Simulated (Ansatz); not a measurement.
**CH9FSi3: a ladder of functionals and wavefunction methods**

An exercise on one series of results from a longer session: the logs are not shown, and one member is left open.

Computed with Ansatz 0.2.0, Gaussian basis. Level: functionals in def2-TZVPP, the program's frozen cores in correlated methods.

Plan: PBE-D4, r2SCAN-D4, PBE0-D4, B3LYP-D4, ωB97X-V, ωB97M-V, B2PLYP; CCSD(T)/def2-TZVPP; MP2/def2-QZVPP; extrapolation to the limit.

### Structure used throughout

An earlier PBE0-D4 in a triple-zeta def2 set relaxation fixed the geometry.

14 atoms, charge 0, spin multiplicity 1.

Atoms are counted from 1 here; the program's logs count them from 0.

Bond lengths: F1–C2 1.408 Å, C2–Si3 1.894 Å, C2–Si4 1.903 Å, C2–H6 1.098 Å, Si3–H7 1.485 Å, Si3–H8 1.485 Å, Si3–H9 1.487 Å, Si4–Si5 2.341 Å, Si4–H10 1.489 Å, Si4–H11 1.490 Å, Si5–H12 1.488 Å, Si5–H13 1.486 Å, Si5–H14 1.487 Å. Angles: F1–C2–Si3 108.8°, F1–C2–Si4 108.7°, F1–C2–H6 107.2°, Si3–C2–Si4 115.4°, Si3–C2–H6 108.5°, Si4–C2–H6 108.0°, C2–Si3–H7 109.8°, C2–Si3–H8 110.0°, C2–Si3–H9 108.1°, H7–Si3–H8 109.5°, H7–Si3–H9 109.6°, H8–Si3–H9 109.8°, C2–Si4–Si5 111.8°, C2–Si4–H10 109.0°, C2–Si4–H11 107.2°, Si5–Si4–H10 110.0°, Si5–Si4–H11 110.4°, H10–Si4–H11 108.5° and more.

Set-up of the first run:

in.yaml reads:

```yaml
crystal:
  periodic: [false, false, false]
  atoms:
    - {symbol: F, position_ang: [-2.134026, -0.060253, 0.138261]}
    - {symbol: C, position_ang: [-0.981665, -0.540683, 0.789244]}
    - {symbol: Si, position_ang: [-0.346956, -2.064039, -0.140477]}
    - {symbol: Si, position_ang: [0.262779, 0.888415, 0.958260]}
    - {symbol: Si, position_ang: [0.863490, 1.769052, -1.125746]}
    - {symbol: H, position_ang: [-1.283401, -0.850073, 1.798882]}
    - {symbol: H, position_ang: [0.053850, -1.681204, -1.517901]}
    - {symbol: H, position_ang: [-1.408467, -3.100577, -0.201941]}
    - {symbol: H, position_ang: [0.833156, -2.593450, 0.592877]}
    - {symbol: H, position_ang: [-0.337376, 1.954366, 1.806851]}
    - {symbol: H, position_ang: [1.462129, 0.346796, 1.657350]}
    - {symbol: H, position_ang: [1.740107, 2.953671, -0.920385]}
    - {symbol: H, position_ang: [-0.345189, 2.188633, -1.881426]}
    - {symbol: H, position_ang: [1.608569, 0.760147, -1.924848]}
basis:
  gaussian: {orbitals: def2-TZVPP}
hamiltonian: {xc: pbe, dispersion: d4}
output: {forces: true, orbitals: {seedname: orbitals}}
```

The run is started by

```
$ ansatz run in.yaml --threads 2 --pin off --events-out ev --progress --plain --max-ram 22528MiB --backend cuda --devices 0, --max-vram 18GiB
```

Among the steps run: PBE-D4 (GGA); r2SCAN-D4 (meta-GGA); PBE0-D4 (hybrid); B3LYP-D4 (hybrid); ωB97X-V (range-separated); ωB97M-V (range-separated); B2PLYP (double hybrid); CCSD(T) in def2-TZVPP; MP2 in def2-QZVPP.

One of the session's tables, all rows but one given; the rest of the session is left out.

It belongs to the step «Atomisation energies». 

| method | atomisation energy (kcal/mol) |
| --- | --- |
| PBE-D4 | 1043.7 |
| r2SCAN-D4 | 1046.1 |
| PBE0-D4 | 1036.3 |
| B3LYP-D4 | 1045.7 |
| ωB97X-V | 1055.7 |
| ωB97M-V | 1047.4 |
| B2PLYP | 1029.9 |
| HF/def2-TZVPP | 786.3 |
| MP2/def2-TZVPP | ? |
| CCSD/def2-TZVPP | 1009.7 |
| CCSD(T)/def2-TZVPP | 1020.5 |
| MP2/CBS | 1044.7 |
| CCSD(T)/CBS | 1047.3 |

**Question.** Estimate the row for MP2/def2-TZVPP.

**Answer.** atomisation energy (kcal/mol): 1017.9. In the column «atomisation energy (kcal/mol)» it lies between CCSD/def2-TZVPP (1009.7) and CCSD(T)/def2-TZVPP (1020.5).
